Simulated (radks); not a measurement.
# Spin polarisation of the 4f shell in Tm

The task here is to estimate one member of a computed series from the others.

The numbers are computed with radks (a radial shooting solver on a logarithmic mesh, Libxc functionals) version 1 (scalar-relativistic Kohn-Sham, PBE, spin-polarised, spherical densities, finite nucleus), except any that are marked as measured or tabulated.

**The system**

* element: thulium (Z = 69)
* charge: 0
* electrons: 69
* configuration: [Xe] 4f(up 6.5, down 6.5) 6s2
* nuclear rms radius: 5.2256 fm

A shell typed twice in an input gives spin up, then spin down.

The first run:

Settings of this run:

```text
Z 69
configuration [Xe] 4f6.5 4f6.5 6s2
relativity scalar-relativistic
functional pbe,pbe
spin polarised
nucleus finite rms 5.2256 fm
c 137.035999084
```

Steps of the session up to this table: No moment.

One table of the session follows, with a row left open; its other results are not shown here.

It belongs to the step «No moment». From the orbitals of this run (lengths in bohr):

| level | <r> | outermost maximum (interpolated) | 90 % within | nodes |
| --- | --- | --- | --- | --- |
| 3d | ? | ? | ? | ? |
| 4s | 0.4979 | 0.464 | 0.715 | 3 |
| 4p | 0.5284 | 0.486 | 0.769 | 2 |
| 4d | 0.5716 | 0.501 | 0.860 | 1 |
| 5s | 1.230 | 1.09 | 1.78 | 4 |
| 5p | 1.473 | 1.25 | 2.18 | 3 |
| 6s | 3.972 | 3.33 | 5.93 | 5 |
| 4f | 0.8113 | 0.496 | 1.42 | 0 |

Q: Estimate the row for 3d from the others.

The run gave: <r>: 0.1999; outermost maximum (interpolated): 0.163; 90 % within: 0.311; nodes: 0. In the column «<r>» it is the lowest.
